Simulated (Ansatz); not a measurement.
# TiO2: a point defect seen from the nuclei (Zr on a Ti site), part 3 of 3

How do the nuclei near a point defect see it? The defect is Zr on a Ti site in TiO2 (cell charge 0), first unrelaxed. The cell is a supercell built from a computed entry of the Materials Project. Planned: a single point, then a relaxation, then a check of chi_scale.

Ansatz 0.2.0; DFT, PBE, plane-wave PAW, default files, scalar-relativistic, as far as a step names no other.

**4. Settings changed: scf.initial_density.chi_scale = 0.3**

Contents of input.yaml:

```yaml
crystal:
  lattice:
    - [-1.9283261078, 3.766937, 6.3289668713]
    - [-1.9283261078, -3.766937, 6.3289668713]
    - [14.235480494, 0.0, -6.3289668713]
  atoms:
    - { symbol: Zr, position: [0.760476, 0.760476, 0.804714] }
    - { symbol: Ti, position: [0.260476, 0.260476, 0.804714] }
    - { symbol: Ti, position: [0.260476, 0.760476, 0.304714] }
    - { symbol: Ti, position: [0.760476, 0.260476, 0.304714] }
    - { symbol: Ti, position: [0.4051635, 0.4051635, 0.099929] }
    - { symbol: Ti, position: [0.9051635, 0.9051635, 0.099929] }
    - { symbol: Ti, position: [0.9051635, 0.4051635, 0.599929] }
    - { symbol: Ti, position: [0.4051635, 0.9051635, 0.599929] }
    - { symbol: Ti, position: [0.239524, 0.239524, 0.195286] }
    - { symbol: Ti, position: [0.739524, 0.739524, 0.195286] }
    - { symbol: Ti, position: [0.739524, 0.239524, 0.695286] }
    - { symbol: Ti, position: [0.239524, 0.739524, 0.695286] }
    - { symbol: Ti, position: [0.5948365, 0.5948365, 0.900071] }
    - { symbol: Ti, position: [0.0948365, 0.0948365, 0.900071] }
    - { symbol: Ti, position: [0.0948365, 0.5948365, 0.400071] }
    - { symbol: Ti, position: [0.5948365, 0.0948365, 0.400071] }
    - { symbol: O, position: [0.21416575, 0.21416575, 0.0583525] }
    - { symbol: O, position: [0.71416575, 0.71416575, 0.0583525] }
    - { symbol: O, position: [0.71416575, 0.21416575, 0.5583525] }
    - { symbol: O, position: [0.21416575, 0.71416575, 0.5583525] }
    - { symbol: O, position: [0.672336, 0.672336, 0.638069] }
    - { symbol: O, position: [0.172336, 0.172336, 0.638069] }
    - { symbol: O, position: [0.172336, 0.672336, 0.138069] }
    - { symbol: O, position: [0.672336, 0.172336, 0.138069] }
    - { symbol: O, position: [0.06876025, 0.06876025, 0.1328115] }
    - { symbol: O, position: [0.56876025, 0.56876025, 0.1328115] }
    - { symbol: O, position: [0.56876025, 0.06876025, 0.6328115] }
    - { symbol: O, position: [0.06876025, 0.56876025, 0.6328115] }
    - { symbol: O, position: [0.78583425, 0.78583425, 0.9416475] }
    - { symbol: O, position: [0.28583425, 0.28583425, 0.9416475] }
    - { symbol: O, position: [0.28583425, 0.78583425, 0.4416475] }
    - { symbol: O, position: [0.78583425, 0.28583425, 0.4416475] }
    - { symbol: O, position: [0.54200575, 0.54200575, 0.7365115] }
    - { symbol: O, position: [0.04200575, 0.04200575, 0.7365115] }
    - { symbol: O, position: [0.04200575, 0.54200575, 0.2365115] }
    - { symbol: O, position: [0.54200575, 0.04200575, 0.2365115] }
    - { symbol: O, position: [0.93123975, 0.93123975, 0.8671885] }
    - { symbol: O, position: [0.43123975, 0.43123975, 0.8671885] }
    - { symbol: O, position: [0.43123975, 0.93123975, 0.3671885] }
    - { symbol: O, position: [0.93123975, 0.43123975, 0.3671885] }
    - { symbol: O, position: [0.45799425, 0.45799425, 0.2634885] }
    - { symbol: O, position: [0.95799425, 0.95799425, 0.2634885] }
    - { symbol: O, position: [0.95799425, 0.45799425, 0.7634885] }
    - { symbol: O, position: [0.45799425, 0.95799425, 0.7634885] }
    - { symbol: O, position: [0.327664, 0.327664, 0.361931] }
    - { symbol: O, position: [0.827664, 0.827664, 0.361931] }
    - { symbol: O, position: [0.827664, 0.327664, 0.861931] }
    - { symbol: O, position: [0.327664, 0.827664, 0.861931] }
kpoints:
  mp_grid: { grid: [3, 3, 2] }
scf:
  occupations: { method: fermi_dirac, width: 0.01 }
  initial_density: { chi_scale: 0.3 }
hamiltonian:
  xc: pbe
  pseudopotentials: { kind: paw }
output:
  forces: true
  stress: true
  populations: true
  efg:
    quadrupole_moments_barn: { Zr: -0.176, Ti: 0.247, O: -0.02558 }
    contact_densities: true
```

The run is started by

```bash
$ ansatz run input.yaml --threads 4 --pin off --max-ram 8192MiB --backend cpu --events-out ev --progress --plain --runs-dir out
```

What it wrote:

```text
Warning: RAYON_NUM_THREADS=4 ignored (pool sized by the plan → 4); use --threads N
Zr: output.efg is read without spin–orbit coupling, which moves field gradients at and beside such atoms by some per cent and up to a factor of two; PAW files take it under magnetization.noncollinear and magnetization.spin_orbit
Engine: ansatz 0.2.0, aarch64-unknown-linux-gnu
Pseudopotentials: kind: paw
Pseudopotential: Zr, paw, valence charge 12, recommended cutoff 420 eV (normal), Zr.paw.azcp
Pseudopotential: Ti, paw, valence charge 12, recommended cutoff 420 eV (normal), Ti.paw.azcp
Pseudopotential: O, paw, valence charge 6, recommended cutoff 420 eV (normal), O.paw.azcp
Functional definition: PBE
  parameter kappa = 0.804
  parameter beta = 0.06672455060314922
  exchange = pbe_x(kappa = kappa, mu = beta*pi^2/3)
  correlation = pbe_c(beta = beta)
Crystal: 48 atoms, lattice volume = 586.825 Å³
Basis set: ecut = 420 eV, 11477 PW (Γ), exchange–correlation on 108×108×216 points (8 copies of the dense FFT grid, shifted against one another)
Bands: 240, of which v1, the nominal top of the filled ones, is band 192 counted from 1 (191 counted from 0)
Symmetry: 2 space group operations
Space group: Cm (ITA 8), of the structure as read, at distance tolerance 8.4e-5 Å
k-points: 8 of 18 (time reversal used)
Non-local potential: Zr, projectors of the file, l = 0: 3, l = 1: 2, l = 2: 2, l = 3: 2
Non-local potential: Ti, projectors of the file, l = 0: 3, l = 1: 2, l = 2: 3, l = 3: 1
Non-local potential: O, projectors of the file, l = 0: 2, l = 1: 2, l = 2: 1
PAW form: soft (Blöchl's): semilocal exchange-correlation on the pseudo side does not see the compensation charge
PAW one-centre angular grid: Zr, 590 points (default); XC on 64 Gauss nodes
PAW one-centre angular grid: Ti, 590 points (default); XC on 64 Gauss nodes
PAW one-centre angular grid: O, 110 points (default); XC on 64 Gauss nodes
Initial density: superposition of atomic densities (chi_scale 0.3, normalization cell, long waves kept (reshape's long-wave potential 0.62 eV rms))
Initial wavefunctions: pseudopotential atomic-orbital guess
Functional: x = pbe(κ = 0.804, μ = 0.2195149727645171), c = pbe(β = 0.06672455060314922)
SCF iter   1: F=—  HF=-60440.092701 eV  |F-HF|=—  |Δ(HF+E_count)|=         —  Δρ=9.17e-1  dr2=6.20e3  ethr=3.10e-3  ⟨swp⟩=6.9  Hψ=6868  notcnv=0  defer=193
preconditioner: auto → LDOS  [insulator: Δε(μ)=0.036 eV  Ē_g=8.064 eV  σ=0.010 eV  W_gap=0.60  n_scr=148 (ndim 8)  ℏωp=24.5 eV  f_vac=0.059  D(μ)=14.74/eV (n_scr^D=102)  ε∞_Penn≈10.2  β→1.0]
SCF iter   2: F=—  HF=-61121.871279 eV  |F-HF|=—  |Δ(HF+E_count)|=    6.82e2  Δρ=7.24e-1  dr2=3.53e3  ethr=3.10e-3  ⟨swp⟩=18.0  Hψ=22312  notcnv=0  defer=303
SCF iter   3: F=—  HF=-60285.205172 eV  |F-HF|=—  |Δ(HF+E_count)|=    8.37e2  Δρ=3.69e-1  dr2=9.28e2  ethr=3.10e-3  ⟨swp⟩=13.8  Hψ=8510  notcnv=0  defer=327
SCF iter   4: F=—  HF=-60054.921247 eV  |F-HF|=—  |Δ(HF+E_count)|=    2.30e2  Δρ=2.38e-1  dr2=4.24e2  ethr=3.10e-3  ⟨swp⟩=18.6  Hψ=10514  notcnv=0  defer=345
SCF iter   5: F=—  HF=-59967.519524 eV  |F-HF|=—  |Δ(HF+E_count)|=    8.74e1  Δρ=1.64e-1  dr2=2.05e2  ethr=3.10e-3  ⟨swp⟩=12.9  Hψ=6683  notcnv=0  defer=342
SCF iter   6: F=—  HF=-59914.200419 eV  |F-HF|=—  |Δ(HF+E_count)|=    5.33e1  Δρ=7.49e-2  dr2=4.14e1  ethr=3.10e-3  ⟨swp⟩=8.2  Hψ=4342  notcnv=0  defer=336
SCF iter   7: F=—  HF=-59904.598262 eV  |F-HF|=—  |Δ(HF+E_count)|=    9.60e0  Δρ=1.80e-2  dr2=2.48e0  ethr=3.10e-3  ⟨swp⟩=8.9  Hψ=4560  notcnv=0  defer=359
SCF iter   8: F=—  HF=-59904.405663 eV  |F-HF|=—  |Δ(HF+E_count)|=   1.93e-1  Δρ=1.21e-2  dr2=1.58e0  ethr=6.45e-4  ⟨swp⟩=12.6  Hψ=8215  notcnv=0  defer=358
SCF iter   9: F=—  HF=-59904.194694 eV  |F-HF|=—  |Δ(HF+E_count)|=   2.11e-1  Δρ=6.46e-3  dr2=2.87e-1  ethr=4.11e-4  ⟨swp⟩=13.1  Hψ=7019  notcnv=0  defer=358
SCF iter  10: F=—  HF=-59904.147003 eV  |F-HF|=—  |Δ(HF+E_count)|=   4.77e-2  Δρ=3.12e-3  dr2=6.12e-2  ethr=7.48e-5  ⟨swp⟩=6.2  Hψ=3103  notcnv=0  defer=365
SCF iter  11: F=—  HF=-59904.139605 eV  |F-HF|=—  |Δ(HF+E_count)|=   7.40e-3  Δρ=1.35e-3  dr2=9.76e-3  ethr=1.59e-5  ⟨swp⟩=6.5  Hψ=2731  notcnv=0  defer=362
SCF iter  12: F=—  HF=-59904.138499 eV  |F-HF|=—  |Δ(HF+E_count)|=   1.11e-3  Δρ=4.01e-4  dr2=8.07e-4  ethr=2.54e-6  ⟨swp⟩=5.2  Hψ=3064  notcnv=0  defer=350
SCF iter  13: F=—  HF=-59904.138534 eV  |F-HF|=—  |Δ(HF+E_count)|=   3.44e-5  Δρ=2.16e-4  dr2=2.29e-4  ethr=2.10e-7  ⟨swp⟩=5.6  Hψ=2778  notcnv=0  defer=341
SCF iter  14: F=—  HF=-59904.138527 eV  |F-HF|=—  |Δ(HF+E_count)|=   6.90e-6  Δρ=1.26e-4  dr2=6.83e-5  ethr=5.97e-8  ⟨swp⟩=3.5  Hψ=2397  notcnv=0  defer=336
SCF iter  15: F=—  HF=-59904.138304 eV  |F-HF|=—  |Δ(HF+E_count)|=   2.23e-4  Δρ=4.43e-5  dr2=1.01e-5  ethr=1.78e-8  ⟨swp⟩=3.0  Hψ=2657  notcnv=0  defer=334
SCF iter  16: F=—  HF=-59904.138304 eV  |F-HF|=—  |Δ(HF+E_count)|=   1.34e-7  Δρ=2.39e-5  dr2=1.46e-6  ethr=2.63e-9  ⟨swp⟩=3.0  Hψ=2477  notcnv=0  defer=333
SCF iter  17: F=—  HF=-59904.138303 eV  |F-HF|=—  |Δ(HF+E_count)|=   4.86e-8  Δρ=1.07e-5  dr2=4.41e-7  ethr=3.81e-10  ⟨swp⟩=3.4  Hψ=2646  notcnv=0  defer=332
SCF iter  18: F=-59904.138303 eV  HF=-59904.138303 eV  |F-HF|=2.44e-8  |Δ(HF+E_count)|=   1.95e-8  Δρ=3.80e-6  dr2=5.63e-8  ethr=2.60e-11  ⟨swp⟩=18.6  Hψ=14872  notcnv=0
SCF 1 converged in 18 iterations: F = -59904.138303 eV  dr2 = 5.63e-8
SCF converged after 18 iterations
Free energy (F): -59904.138303 eV
Harris-Foulkes:  -59904.138303 eV  (|F-HF|=2.44e-8)
Internal energy: -59904.138303 eV  (E = F + TS)
E sigma→0 (E₀):  -59904.138303 eV
Fermi energy:    7.709647 eV
--- Per-component energies (eV) ---
[... 14 lines left out ...]
--- Forces (eV/Å), atoms counted from 1 ---
  atom   1  Zr    -0.01751480     0.00000000    -2.25932251
  atom   2  Ti    -0.03139025     0.00000000     0.01609088
  atom   3  Ti     0.04666971    -0.00279573     0.16457224
  atom   4  Ti     0.04666971     0.00279573     0.16457224
  atom   5  Ti    -0.02362400     0.00000000     0.03883487
  atom   6  Ti    -0.00322595     0.00000000    -0.01879975
[... 42 lines left out ...]
  max |Σ_I F_I| component: 5.00e-5 eV/Å
--- Stress (GPa, compression-positive) ---
        2.459593       0.000000      -0.043472
        0.000000       2.123111       0.000000
       -0.043471       0.000000       2.570121
  P = ⅓ Tr σ = 2.3843 GPa (23.843 kbar)
--- PAW observables at the nuclei: V_zz in 10²¹ V/m², potentials from the cell's mean, atoms counted from 1 ---
  atom   1  Zr V_zz =    +3.862304   η = 0.5812   by run symmetry: allowed   C_q = -16.4367 MHz
            electrostatic potential = -5922.940580 V   contact ρ = 490538.203633 e/Å³
  atom   2  Ti V_zz =    +0.486160   η = 0.6365   by run symmetry: allowed   C_q = +2.9036 MHz
            electrostatic potential = -2525.075789 V   contact ρ = 56792.342740 e/Å³
  atom   3  Ti V_zz =    -0.447014   η = 0.7373   by run symmetry: allowed   C_q = -2.6698 MHz
            electrostatic potential = -2525.046561 V   contact ρ = 56792.376376 e/Å³
  atom   4  Ti V_zz =    -0.447014   η = 0.7373   by run symmetry: allowed   C_q = -2.6698 MHz
            electrostatic potential = -2525.046561 V   contact ρ = 56792.376376 e/Å³
  atom   5  Ti V_zz =    -1.753306   η = 0.8690   by run symmetry: allowed   C_q = -10.4715 MHz
            electrostatic potential = -2524.927075 V   contact ρ = 56792.100588 e/Å³
  atom   6  Ti V_zz =    +1.677657   η = 0.8840   by run symmetry: allowed   C_q = +10.0197 MHz
            electrostatic potential = -2524.949604 V   contact ρ = 56792.109335 e/Å³
  atom   7  Ti V_zz =    -1.847226   η = 0.7854   by run symmetry: allowed   C_q = -11.0324 MHz
            electrostatic potential = -2524.902807 V   contact ρ = 56792.041433 e/Å³
  atom   8  Ti V_zz =    -1.847226   η = 0.7854   by run symmetry: allowed   C_q = -11.0324 MHz
            electrostatic potential = -2524.902807 V   contact ρ = 56792.041433 e/Å³
  atom   9  Ti V_zz =    -0.503265   η = 0.5764   by run symmetry: allowed   C_q = -3.0057 MHz
            electrostatic potential = -2525.057603 V   contact ρ = 56792.376514 e/Å³
  atom  10  Ti V_zz =    -0.464513   η = 0.6648   by run symmetry: allowed   C_q = -2.7743 MHz
            electrostatic potential = -2525.051352 V   contact ρ = 56792.383930 e/Å³
  atom  11  Ti V_zz =    -0.505287   η = 0.6626   by run symmetry: allowed   C_q = -3.0178 MHz
            electrostatic potential = -2525.020635 V   contact ρ = 56792.347210 e/Å³
  atom  12  Ti V_zz =    -0.505287   η = 0.6626   by run symmetry: allowed   C_q = -3.0178 MHz
            electrostatic potential = -2525.020635 V   contact ρ = 56792.347210 e/Å³
  atom  13  Ti V_zz =    -1.837421   η = 0.8956   by run symmetry: allowed   C_q = -10.9739 MHz
            electrostatic potential = -2524.916387 V   contact ρ = 56792.059035 e/Å³
  atom  14  Ti V_zz =    +1.599821   η = 0.7944   by run symmetry: allowed   C_q = +9.5548 MHz
            electrostatic potential = -2525.009075 V   contact ρ = 56792.260471 e/Å³
  atom  15  Ti V_zz =    -1.778654   η = 0.8490   by run symmetry: allowed   C_q = -10.6229 MHz
            electrostatic potential = -2524.912639 V   contact ρ = 56792.099481 e/Å³
  atom  16  Ti V_zz =    -1.778654   η = 0.8490   by run symmetry: allowed   C_q = -10.6229 MHz
            electrostatic potential = -2524.912639 V   contact ρ = 56792.099481 e/Å³
  atom  17  O  V_zz =    +1.633782   η = 0.0360   by run symmetry: allowed   C_q = -1.0105 MHz
            electrostatic potential = -622.529211 V   contact ρ = 2157.498736 e/Å³
  atom  18  O  V_zz =    +1.657127   η = 0.0478   by run symmetry: allowed   C_q = -1.0250 MHz
            electrostatic potential = -622.505751 V   contact ρ = 2157.509597 e/Å³
  atom  19  O  V_zz =    +1.682527   η = 0.0646   by run symmetry: allowed   C_q = -1.0407 MHz
            electrostatic potential = -622.477047 V   contact ρ = 2157.498956 e/Å³
  atom  20  O  V_zz =    +1.682527   η = 0.0646   by run symmetry: allowed   C_q = -1.0407 MHz
            electrostatic potential = -622.477047 V   contact ρ = 2157.498956 e/Å³
  atom  21  O  V_zz =    +4.208085   η = 0.2230   by run symmetry: allowed   C_q = -2.6028 MHz
            electrostatic potential = -622.841457 V   contact ρ = 2157.098763 e/Å³
  atom  22  O  V_zz =    +2.723566   η = 0.8606   by run symmetry: allowed   C_q = -1.6846 MHz
            electrostatic potential = -622.652291 V   contact ρ = 2157.365985 e/Å³
  atom  23  O  V_zz =    +2.751911   η = 0.8876   by run symmetry: allowed   C_q = -1.7021 MHz
            electrostatic potential = -622.655194 V   contact ρ = 2157.365703 e/Å³
  atom  24  O  V_zz =    +2.751911   η = 0.8876   by run symmetry: allowed   C_q = -1.7021 MHz
            electrostatic potential = -622.655194 V   contact ρ = 2157.365703 e/Å³
  atom  25  O  V_zz =    +1.146636   η = 0.6422   by run symmetry: allowed   C_q = -0.7092 MHz
            electrostatic potential = -622.673255 V   contact ρ = 2158.561211 e/Å³
  atom  26  O  V_zz =    +1.133119   η = 0.7188   by run symmetry: allowed   C_q = -0.7009 MHz
            electrostatic potential = -622.665742 V   contact ρ = 2158.573553 e/Å³
  atom  27  O  V_zz =    +1.151024   η = 0.8330   by run symmetry: allowed   C_q = -0.7119 MHz
            electrostatic potential = -622.631456 V   contact ρ = 2158.572924 e/Å³
  atom  28  O  V_zz =    +1.151024   η = 0.8330   by run symmetry: allowed   C_q = -0.7119 MHz
            electrostatic potential = -622.631456 V   contact ρ = 2158.572924 e/Å³
  atom  29  O  V_zz =    +0.773491   η = 0.0029   by run symmetry: allowed   C_q = -0.4784 MHz
            electrostatic potential = -622.795280 V   contact ρ = 2157.448892 e/Å³
  atom  30  O  V_zz =    +1.723904   η = 0.1526   by run symmetry: allowed   C_q = -1.0663 MHz
            electrostatic potential = -622.514980 V   contact ρ = 2157.499038 e/Å³
  atom  31  O  V_zz =    +1.730918   η = 0.1215   by run symmetry: allowed   C_q = -1.0706 MHz
            electrostatic potential = -622.495438 V   contact ρ = 2157.507395 e/Å³
  atom  32  O  V_zz =    +1.730918   η = 0.1215   by run symmetry: allowed   C_q = -1.0706 MHz
            electrostatic potential = -622.495438 V   contact ρ = 2157.507395 e/Å³
  atom  33  O  V_zz =    -2.616656   η = 0.8268   by run symmetry: allowed   C_q = +1.6185 MHz
            electrostatic potential = -622.415345 V   contact ρ = 2156.816684 e/Å³
  atom  34  O  V_zz =    +1.936890   η = 0.9700   by run symmetry: allowed   C_q = -1.1980 MHz
            electrostatic potential = -622.407618 V   contact ρ = 2157.012326 e/Å³
  atom  35  O  V_zz =    -1.868128   η = 0.9887   by run symmetry: allowed   C_q = +1.1555 MHz
            electrostatic potential = -622.414202 V   contact ρ = 2157.019333 e/Å³
  atom  36  O  V_zz =    -1.868128   η = 0.9887   by run symmetry: allowed   C_q = +1.1555 MHz
            electrostatic potential = -622.414202 V   contact ρ = 2157.019333 e/Å³
  atom  37  O  V_zz =    +0.935644   η = 0.1348   by run symmetry: allowed   C_q = -0.5787 MHz
            electrostatic potential = -623.306712 V   contact ρ = 2158.308307 e/Å³
  atom  38  O  V_zz =    +1.139761   η = 0.6874   by run symmetry: allowed   C_q = -0.7050 MHz
            electrostatic potential = -622.656900 V   contact ρ = 2158.552489 e/Å³
  atom  39  O  V_zz =    +1.144152   η = 0.7375   by run symmetry: allowed   C_q = -0.7077 MHz
            electrostatic potential = -622.659674 V   contact ρ = 2158.575428 e/Å³
  atom  40  O  V_zz =    +1.144152   η = 0.7375   by run symmetry: allowed   C_q = -0.7077 MHz
            electrostatic potential = -622.659674 V   contact ρ = 2158.575428 e/Å³
  atom  41  O  V_zz =    -1.885195   η = 0.9954   by run symmetry: allowed   C_q = +1.1660 MHz
            electrostatic potential = -622.416482 V   contact ρ = 2157.019232 e/Å³
  atom  42  O  V_zz =    +1.897586   η = 0.9709   by run symmetry: allowed   C_q = -1.1737 MHz
            electrostatic potential = -622.419024 V   contact ρ = 2157.013404 e/Å³
  atom  43  O  V_zz =    -1.833349   η = 0.2441   by run symmetry: allowed   C_q = +1.1340 MHz
            electrostatic potential = -622.621619 V   contact ρ = 2156.894416 e/Å³
  atom  44  O  V_zz =    -1.833349   η = 0.2441   by run symmetry: allowed   C_q = +1.1340 MHz
            electrostatic potential = -622.621619 V   contact ρ = 2156.894416 e/Å³
  atom  45  O  V_zz =    +2.790710   η = 0.8546   by run symmetry: allowed   C_q = -1.7261 MHz
            electrostatic potential = -622.651063 V   contact ρ = 2157.368423 e/Å³
  atom  46  O  V_zz =    +2.785029   η = 0.8600   by run symmetry: allowed   C_q = -1.7226 MHz
            electrostatic potential = -622.649708 V   contact ρ = 2157.369918 e/Å³
  atom  47  O  V_zz =    +2.750258   η = 0.9216   by run symmetry: allowed   C_q = -1.7011 MHz
            electrostatic potential = -622.656804 V   contact ρ = 2157.347502 e/Å³
  atom  48  O  V_zz =    +2.750258   η = 0.9216   by run symmetry: allowed   C_q = -1.7011 MHz
            electrostatic potential = -622.656804 V   contact ρ = 2157.347502 e/Å³
--- Band table (eV; the first three rows and the last of 8) ---
[... 4 lines left out ...]
--- Löwdin populations: 48 sites ---
  site symbol       q [e]
[... 48 lines left out ...]
  spilling = 0.003390 (of n_electrons = 384.000000)
```

Wall time 2.7 min (4 threads of Arm Neoverse V2, shared host); peak memory 3.2 GiB.

At the end: gap on the mesh 2.78 eV, largest force 6.041 eV/Å, pressure 2.4 GPa.

Beside the values of step 2 (V_zz in 10²¹ V/m²; 11 of 36 rows, with the four largest changes of size):

```
site   atoms  V_zz, PBE  V_zz, chi_scale 0.3  η, PBE  η, chi_scale 0.3
  Zr       1       3.86                 3.86    0.58              0.58
 O37      37       0.94                 0.94    0.13              0.13
 O29      29       0.77                 0.77    0.00              0.00
 O43  43, 44      -1.83                -1.83    0.24              0.24
 O21      21       4.21                 4.21    0.22              0.22
 O33      33      -2.62                -2.62    0.83              0.83
 Ti7    7, 8      -1.85                -1.85    0.79              0.79
Ti13      13      -1.84                -1.84    0.90              0.90
Ti11  11, 12      -0.51                -0.51    0.66              0.66
 O25      25       1.15                 1.15    0.64              0.64
 O39  39, 40       1.14                 1.14    0.74              0.74
```

The sizes of the gradients above 0.15 moved by less than 0.1 % at any site. The free energy stayed within 0.1 meV/atom.

**5. Simulated spectra, from step 3**

⁴⁹Ti (I = 7/2, Q = 247.0 mb) at 14.1 T, Larmor frequency 33.9 MHz. Second-order quadrupolar shifts of the central transition; chemical shifts are not computed, so all sites share one zero.

```
site  count  C_Q (MHz)     η  ν_Q (MHz)  δ_QIS (ppm)
 Ti7      2       13.7  0.95      0.977       -539.1
Ti13      1       14.4  0.31       1.03       -471.9
Ti11      2      -3.01  0.14      0.215        -20.2
 Ti3      2      -6.28  0.74      0.448       -103.3
```

⁴⁹Ti central transition, under fast magic-angle spinning:

(kHz, intensity): (-42.4, 0), (-40.5, 1), (-38.5, 3), (-36.6, 3), (-34.7, 4), (-32.7, 4), (-30.8, 4), (-28.8, 5), (-26.9, 7), (-25.0, 8), (-23.0, 14), (-21.1, 21), (-19.1, 22), (-17.2, 16), (-15.2, 13), (-13.3, 12), (-11.4, 12), (-9.4, 13), (-7.5, 19), (-5.5, 33), (-3.6, 65), (-1.7, 100), (0.3, 76), (2.2, 0)

**6. What came out**

The summary covers parts 1 to 3.

| quantity | value |
| --- | --- |
| state (step 3) | gap on the mesh 2.80 eV, largest force 0.023 eV/Å, pressure 1.7 GPa |
| V_zz by site, step 3 (10²¹ V/m²) | Zr -1.60, O37 0.55, O29 0.98, O43 -1.71, O21 3.37, O33 2.05, Ti7 2.29, Ti13 2.40, … |
| largest C_Q in size, step 3 | 14.4 MHz, ⁴⁹Ti at Ti13 |
| step 3 (ions relaxed) against step 2 | 11 % in the median, over a factor of two at the site that moves most (small gradients counted from 0.15; Ti2, 0.49 to -1.93), with a change of sign at Zr, O33, Ti7 and others |
| step 4 (scf.initial_density.chi_scale = 0.3) against step 2, before relaxation | less than 0.1 % at any site |

Site O21 (2 Ti at 1.95 Å, 1 Zr at 2.15 Å) carries the largest gradient. The runs allow no spin. The relaxation kept the symmetry Cm, so a distorted place of lower energy may have been missed. Moves of at most 0.19 Å on relaxation changed gradients by over a factor of two in size at the worst site (11 % in the median) (gradients over 0.15 counted), so at some sites the starting positions were a poor guide. At 14.1 T the ⁴⁹Ti line of the largest coupling listed spans about 37 kHz under magic-angle spinning and 100 kHz static, from the quadrupolar part alone (no shift anisotropy). The defect repeats with the cell of 48 atoms, so it feels its images: sites between two images don't show the values beside a lone defect, and zeros or small values of η there can come from the images' arrangement. O and Ti carry a gradient in the pure host already, so the values there aren't the defect's effect alone. The relaxation keeps the site symmetry m of the start, so the impurity can move only within its mirror plane; a start off the site could end lower. The program warns that gradients near heavy atoms lack spin–orbit coupling.

The gaps are Kohn-Sham values of a semilocal functional, not quasiparticle or optical gaps. Such gaps usually fall short of the measured ones.
